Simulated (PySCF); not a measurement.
# [BiF3]2+: other functionals and bases at one geometry

The task here is to estimate one member of a computed series from the others.

The runs use PySCF 2.14.0; several levels, as the steps say, no spin–orbit coupling.

3 further runs of the same task are left out: 2 for a known fault of the program, 1 that didn't finish.

### Where the work starts

4 atoms, charge 2, spin multiplicity 1.

Bond lengths: Bi1–F2 2.002 Å, Bi1–F3 2.002 Å, Bi1–F4 2.002 Å. Angles: F2–Bi1–F3 117.8°, F2–Bi1–F4 117.8°, F3–Bi1–F4 124.4°.

Coordinates:

```xyz
4

Bi   -0.0333    0.0000    0.0000
F     1.9685   -0.0014    0.0000
F    -0.9662    1.7710    0.0000
F    -0.9689   -1.7696    0.0000
```

Formal oxidation states: Bi +5. An earlier session relaxed this geometry at PBE, Bi def2-SVP with ECP60, F def2-SVP (singlet, point group C2v).

At PBE on the finer grid: E = -512.617032 Eh, HOMO -23.66 eV, LUMO -22.45 eV, Mulliken charge on Bi1 +2.05 e, largest force component 0.039 eV/Å. 

Levels to run: BLYP; r2SCAN; BP86; TPSSh; PBE, TZVP; PBE, x2c-SVP. Hardware: 2 threads of Arm Neoverse N1, shared host.

The first run:

File run.py (the lines that set the calculation):

```python
mol = gto.M(atom='''
Bi    -0.03334    -0.00001     0.00000
F      1.96848    -0.00139     0.00000
F     -0.96620     1.77102     0.00000
F     -0.96894    -1.76962     0.00000''',
    basis={'Bi': 'def2-SVP', 'F': 'def2-SVP'},
    ecp={'Bi': 'def2-SVP'},
    charge=2, spin=0)
mf = dft.RKS(mol, xc='BLYP')
mf.grids.atom_grid = (75, 302)
mf = mf.density_fit()  # fitting sets: Bi def2-universal-JKFIT, F def2-universal-JKFIT
mf.conv_tol = 1e-08; mf.max_cycle = 55
mf.kernel(dm0)  # dm0: the density of the relaxed state
```

Started as:

```console
> OMP_NUM_THREADS=2 python run.py
```

Steps of the session up to this table: BLYP; r2SCAN; BP86; TPSSh; PBE, TZVP; PBE, x2c-SVP.

One of the session's tables, all rows but one given; the rest of the session is left out.

| level | HOMO (eV) | gap (eV) | charge on Bi1 (e) | largest force component (eV/Å) |
| --- | --- | --- | --- | --- |
| PBE (relaxed here) | -23.66 | 1.21 | 2.05 | 0.04 |
| BLYP | ? | ? | ? | ? |
| r2SCAN | -24.30 | 1.74 | 2.16 | 0.45 |
| BP86 | -23.82 | 1.23 | 2.05 | 0.04 |
| TPSSh | -24.75 | 2.64 | 2.15 | 0.43 |
| PBE, TZVP | -23.77 | 1.30 | 2.05 | 1.04 |
| PBE, x2c-SVP | -23.66 | 1.20 | 2.12 | 0.49 |

**Question.** Estimate the row for BLYP.

The run gave: HOMO (eV): -23.56; gap (eV): 1.24; charge on Bi1 (e): 2.04; largest force component (eV/Å): 0.29. In the column «HOMO (eV)» it is the highest.

In one basis the gap runs from 1.21 eV (PBE) to 2.64 eV (TPSSh). The largest leftover force, 1.04 eV/Å with PBE, TZVP, stands at a geometry relaxed at another level. Total energies of different levels can't be compared.
